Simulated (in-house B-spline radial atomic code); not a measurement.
# Ga²⁸⁺: isotopes

Aim: how the levels of Ga²⁸⁺ shift from isotope to isotope, through nuclear size; the mass enters as a recoil term, given apart.

Method: Dirac-Hartree-Fock, average of configuration, Fermi nucleus, basis-set limit. Code: in-house B-spline radial atomic code version 1.

## 1. What is computed

- element: gallium (Z = 31)
- charge: +28
- electrons: 3
- configuration: 1s2 2s1
- Hamiltonian: Dirac-Coulomb
- nucleus: Fermi, rms radius 3.931 fm

Settings of the run:

```ini
Z = 31
electrons = 3.0
configuration = 1s2 2s1
hamiltonian = dirac
method = hf
spin_polarised = False
nucleus = fermi
rms_radius = 3.9308
mass_number = 63
atomic_mass = 62.939294194
speed_of_light = 137.035999084
```

The reference is known from an earlier run: -1063.711380 hartree (electron-nucleus part -2187.6538, recoil term 0.009271326) in all. Up to eight levels, counted from the top:

```tsv
orbital	occupation	energy (eV)	<r> (bohr)
1s1/2	2	-12549.2	0.04818
2s1/2	1	-2986.11	0.1981
```

## 2. Mass number 64

Settings of the run:

```ini
Z = 31
electrons = 3.0
configuration = 1s2 2s1
hamiltonian = dirac
method = hf
spin_polarised = False
nucleus = fermi
rms_radius = 3.939
mass_number = 64
atomic_mass = 63.936840366
speed_of_light = 137.035999084
```

The program writes no log. Results of the run, from its result record (rounded, main fields):

```text
status: converged
iterations: 6
energy [hartree]: {"total": -1063.71134044, "kinetic": 1092.31951742, "nuclear": -2187.65363317, "coulomb": 51.7930666407, "exact_exchange": -20.1702913372}
breit [hartree]: {"gaunt": 0.4305269, "retardation": -0.004598129, "frequency_dependence": 0.000106532}
qed [hartree]: {"self_energy": 0.5942557, "uehling": -0.05644363, "wichmann_kroll": 0.0004818005}
recoil [hartree]: 0.009126674
total_with_corrections [hartree]: -1062.73788457
orbitals [hartree, bohr; first row names the columns]:
  - ["name", "occ", "eps", "<r>"]
  - ["1s1/2", 2.0, -461.17545459, 0.048183]
  - ["2s1/2", 1.0, -109.73765597, 0.19807]
sum_r [bohr^k]: {"-1": 70.56978, "1": 0.2944359, "2": 0.05211311}
energy_minus_base [hartree]: 3.99779997e-05
energy_minus_base_with_corrections [hartree]: -0.0001046202
```

Wall time 0.16 s (1 thread, shared host).

energy_minus_base is the energy less that of the reference run.

## 3. Mass number 66

Settings of the run:

```ini
Z = 31
electrons = 3.0
configuration = 1s2 2s1
hamiltonian = dirac
method = hf
spin_polarised = False
nucleus = fermi
rms_radius = 3.9706
mass_number = 66
atomic_mass = 65.931589766
speed_of_light = 137.035999084
```

Results of the run:

```text
status: converged
iterations: 6
energy [hartree]: {"total": -1063.71118565, "kinetic": 1092.31896356, "nuclear": -2187.65292011, "coulomb": 51.7930588569, "exact_exchange": -20.1702879579}
breit [hartree]: {"gaunt": 0.4305266, "retardation": -0.004598128, "frequency_dependence": 0.000106532}
qed [hartree]: {"self_energy": 0.5942557, "uehling": -0.05644318, "wichmann_kroll": 0.0004817988}
recoil [hartree]: 0.008850546
total_with_corrections [hartree]: -1062.73800569
orbitals [hartree, bohr; first row names the columns]:
  - ["name", "occ", "eps", "<r>"]
  - ["1s1/2", 2.0, -461.1753837, 0.048183]
  - ["2s1/2", 1.0, -109.73764735, 0.19807]
sum_r [bohr^k]: {"-1": 70.56977, "1": 0.2944359, "2": 0.05211312}
energy_minus_base [hartree]: 0.000194773179
energy_minus_base_with_corrections [hartree]: -0.0002257422
```

Wall time 0.16 s (1 thread, shared host).

## 4. Mass number 68

Settings of the run:

```ini
Z = 31
electrons = 3.0
configuration = 1s2 2s1
hamiltonian = dirac
method = hf
spin_polarised = False
nucleus = fermi
rms_radius = 3.985
mass_number = 68
atomic_mass = 67.927980161
speed_of_light = 137.035999084
```

Results of the run:

```text
status: converged
iterations: 6
energy [hartree]: {"total": -1063.71111472, "kinetic": 1092.31870984, "nuclear": -2187.65259345, "coulomb": 51.7930552906, "exact_exchange": -20.1702864096}
breit [hartree]: {"gaunt": 0.4305265, "retardation": -0.004598128, "frequency_dependence": 0.0001065319}
qed [hartree]: {"self_energy": 0.5942557, "uehling": -0.05644297, "wichmann_kroll": 0.000481798}
recoil [hartree]: 0.00859043
total_with_corrections [hartree]: -1062.73819478
orbitals [hartree, bohr; first row names the columns]:
  - ["name", "occ", "eps", "<r>"]
  - ["1s1/2", 2.0, -461.17535122, 0.048183]
  - ["2s1/2", 1.0, -109.7376434, 0.19807]
sum_r [bohr^k]: {"-1": 70.56976, "1": 0.2944359, "2": 0.05211313}
energy_minus_base [hartree]: 0.000265699089
energy_minus_base_with_corrections [hartree]: -0.000414836
```

It took 0.16 s on 1 thread, shared host.

## 5. Mass number 69

Settings of the run:

```ini
Z = 31
electrons = 3.0
configuration = 1s2 2s1
hamiltonian = dirac
method = hf
spin_polarised = False
nucleus = fermi
rms_radius = 3.9973
mass_number = 69
atomic_mass = 68.925573528
speed_of_light = 137.035999084
```

Results of the run:

```text
status: converged
iterations: 6
energy [hartree]: {"total": -1063.71105395, "kinetic": 1092.31849247, "nuclear": -2187.65231357, "coulomb": 51.7930522352, "exact_exchange": -20.170285083}
breit [hartree]: {"gaunt": 0.4305264, "retardation": -0.004598127, "frequency_dependence": 0.0001065319}
qed [hartree]: {"self_energy": 0.5942557, "uehling": -0.05644279, "wichmann_kroll": 0.0004817973}
recoil [hartree]: 0.008466096
total_with_corrections [hartree]: -1062.73825826
orbitals [hartree, bohr; first row names the columns]:
  - ["name", "occ", "eps", "<r>"]
  - ["1s1/2", 2.0, -461.17532339, 0.048183]
  - ["2s1/2", 1.0, -109.73764001, 0.19807]
sum_r [bohr^k]: {"-1": 70.56975, "1": 0.2944359, "2": 0.05211313}
energy_minus_base [hartree]: 0.00032647312
energy_minus_base_with_corrections [hartree]: -0.0004783132
```

Run time: 0.16 s. Hardware: 1 thread, shared host.

## 6. Mass number 70

Settings of the run:

```ini
Z = 31
electrons = 3.0
configuration = 1s2 2s1
hamiltonian = dirac
method = hf
spin_polarised = False
nucleus = fermi
rms_radius = 3.9998
mass_number = 70
atomic_mass = 69.926021914
speed_of_light = 137.035999084
```

Results of the run:

```text
status: converged
iterations: 6
energy [hartree]: {"total": -1063.71104157, "kinetic": 1092.31844821, "nuclear": -2187.65225658, "coulomb": 51.7930516129, "exact_exchange": -20.1702848129}
breit [hartree]: {"gaunt": 0.4305264, "retardation": -0.004598127, "frequency_dependence": 0.0001065319}
qed [hartree]: {"self_energy": 0.5942557, "uehling": -0.05644275, "wichmann_kroll": 0.0004817972}
recoil [hartree]: 0.008344969
total_with_corrections [hartree]: -1062.73836699
orbitals [hartree, bohr; first row names the columns]:
  - ["name", "occ", "eps", "<r>"]
  - ["1s1/2", 2.0, -461.17531773, 0.048183]
  - ["2s1/2", 1.0, -109.73763933, 0.19807]
sum_r [bohr^k]: {"-1": 70.56975, "1": 0.2944359, "2": 0.05211313}
energy_minus_base [hartree]: 0.000338847136
energy_minus_base_with_corrections [hartree]: -0.0005870489
```

It took 0.16 s on 1 thread, shared host.

## 7. Mass number 71

Settings of the run:

```ini
Z = 31
electrons = 3.0
configuration = 1s2 2s1
hamiltonian = dirac
method = hf
spin_polarised = False
nucleus = fermi
rms_radius = 4.0118
mass_number = 71
atomic_mass = 70.924702554
speed_of_light = 137.035999084
```

Results of the run:

```text
status: converged
iterations: 6
energy [hartree]: {"total": -1063.71098208, "kinetic": 1092.31823542, "nuclear": -2187.6519826, "coulomb": 51.7930486213, "exact_exchange": -20.170283514}
breit [hartree]: {"gaunt": 0.4305263, "retardation": -0.004598127, "frequency_dependence": 0.0001065319}
qed [hartree]: {"self_energy": 0.5942558, "uehling": -0.05644258, "wichmann_kroll": 0.0004817965}
recoil [hartree]: 0.008227465
total_with_corrections [hartree]: -1062.73842492
orbitals [hartree, bohr; first row names the columns]:
  - ["name", "occ", "eps", "<r>"]
  - ["1s1/2", 2.0, -461.17529048, 0.048183]
  - ["2s1/2", 1.0, -109.73763601, 0.19807]
sum_r [bohr^k]: {"-1": 70.56974, "1": 0.2944359, "2": 0.05211313}
energy_minus_base [hartree]: 0.000398343829
energy_minus_base_with_corrections [hartree]: -0.0006449766
```

Run time: 0.16 s. Hardware: 1 thread, shared host.

## 8. Mass number 72

Settings of the run:

```ini
Z = 31
electrons = 3.0
configuration = 1s2 2s1
hamiltonian = dirac
method = hf
spin_polarised = False
nucleus = fermi
rms_radius = 4.0318
mass_number = 72
atomic_mass = 71.926367452
speed_of_light = 137.035999084
```

Results of the run:

```text
status: converged
iterations: 6
energy [hartree]: {"total": -1063.71088254, "kinetic": 1092.31787946, "nuclear": -2187.65152428, "coulomb": 51.7930436158, "exact_exchange": -20.1702813411}
breit [hartree]: {"gaunt": 0.4305262, "retardation": -0.004598126, "frequency_dependence": 0.0001065319}
qed [hartree]: {"self_energy": 0.5942558, "uehling": -0.05644229, "wichmann_kroll": 0.0004817954}
recoil [hartree]: 0.008112886
total_with_corrections [hartree]: -1062.73843983
orbitals [hartree, bohr; first row names the columns]:
  - ["name", "occ", "eps", "<r>"]
  - ["1s1/2", 2.0, -461.1752449, 0.048183]
  - ["2s1/2", 1.0, -109.73763047, 0.19807]
sum_r [bohr^k]: {"-1": 70.56973, "1": 0.294436, "2": 0.05211314}
energy_minus_base [hartree]: 0.000497877959
energy_minus_base_with_corrections [hartree]: -0.0006598877
```

Run time: 0.16 s. Hardware: 1 thread, shared host.

## 9. Mass number 73

Settings of the run:

```ini
Z = 31
electrons = 3.0
configuration = 1s2 2s1
hamiltonian = dirac
method = hf
spin_polarised = False
nucleus = fermi
rms_radius = 4.042
mass_number = 73
atomic_mass = 72.92517468
speed_of_light = 137.035999084
```

Results of the run:

```text
status: converged
iterations: 6
energy [hartree]: {"total": -1063.7108316, "kinetic": 1092.31769731, "nuclear": -2187.65128974, "coulomb": 51.7930410545, "exact_exchange": -20.170280229}
breit [hartree]: {"gaunt": 0.4305261, "retardation": -0.004598126, "frequency_dependence": 0.0001065319}
qed [hartree]: {"self_energy": 0.5942558, "uehling": -0.05644215, "wichmann_kroll": 0.0004817948}
recoil [hartree]: 0.008001769
total_with_corrections [hartree]: -1062.73849994
orbitals [hartree, bohr; first row names the columns]:
  - ["name", "occ", "eps", "<r>"]
  - ["1s1/2", 2.0, -461.17522157, 0.048183]
  - ["2s1/2", 1.0, -109.73762763, 0.19807]
sum_r [bohr^k]: {"-1": 70.56972, "1": 0.294436, "2": 0.05211314}
energy_minus_base [hartree]: 0.000548819779
energy_minus_base_with_corrections [hartree]: -0.0007199954
```

It took 0.16 s on 1 thread, shared host.

## 10. Mass number 74

Settings of the run:

```ini
Z = 31
electrons = 3.0
configuration = 1s2 2s1
hamiltonian = dirac
method = hf
spin_polarised = False
nucleus = fermi
rms_radius = 4.0395
mass_number = 74
atomic_mass = 73.926945725
speed_of_light = 137.035999084
```

Results of the run:

```text
status: converged
iterations: 6
energy [hartree]: {"total": -1063.7108441, "kinetic": 1092.31774198, "nuclear": -2187.65134726, "coulomb": 51.793041682, "exact_exchange": -20.1702805017}
breit [hartree]: {"gaunt": 0.4305261, "retardation": -0.004598126, "frequency_dependence": 0.0001065319}
qed [hartree]: {"self_energy": 0.5942558, "uehling": -0.05644218, "wichmann_kroll": 0.000481795}
recoil [hartree]: 0.007893338
total_with_corrections [hartree]: -1062.73862088
orbitals [hartree, bohr; first row names the columns]:
  - ["name", "occ", "eps", "<r>"]
  - ["1s1/2", 2.0, -461.1752273, 0.048183]
  - ["2s1/2", 1.0, -109.73762833, 0.19807]
sum_r [bohr^k]: {"-1": 70.56973, "1": 0.294436, "2": 0.05211314}
energy_minus_base [hartree]: 0.000536322833
energy_minus_base_with_corrections [hartree]: -0.0008409394
```

Wall time 0.21 s (1 thread, shared host).

## 11. The shifts

All values are changes from the reference run; energy changes under 3e-05 eV count as noise.

| change | rms radius (fm) | δ<r²> (fm²) | Δ total energy (eV) | Δ recoil term, not in the total or the levels (eV) | Δ 1s1/2 level (eV) | Δ 2s1/2 level (eV) |
| --- | --- | --- | --- | --- | --- | --- |
| mass number 64 | 3.9390 | +0.065 | +0.001088 | -0.003936 | +0.0004982 | +6.06e-05 |
| mass number 66 | 3.9706 | +0.314 | +0.0053 | -0.01145 | +0.002427 | +0.0002952 |
| mass number 68 | 3.9850 | +0.429 | +0.00723 | -0.01853 | +0.003311 | +0.0004027 |
| mass number 69 | 3.9973 | +0.527 | +0.008884 | -0.02191 | +0.004068 | +0.0004948 |
| mass number 70 | 3.9998 | +0.547 | +0.009221 | -0.02521 | +0.004222 | +0.0005135 |
| mass number 71 | 4.0118 | +0.643 | +0.01084 | -0.0284 | +0.004964 | +0.0006037 |
| mass number 72 | 4.0318 | +0.804 | +0.01355 | -0.03152 | +0.006204 | +0.0007545 |
| mass number 73 | 4.0420 | +0.887 | +0.01493 | -0.03455 | +0.006839 | +0.0008317 |
| mass number 74 | 4.0395 | +0.866 | +0.01459 | -0.0375 | +0.006683 | +0.0008128 |

**Reading.** The total energy moves by 16.8 meV for each fm² of δ<r²> (from mass number 73): a larger nucleus binds the s electrons less. For that pair the recoil (mass) term changes by 0.035 eV against 0.015 eV from size, so mass rules the shift. The recoil term is approximate.
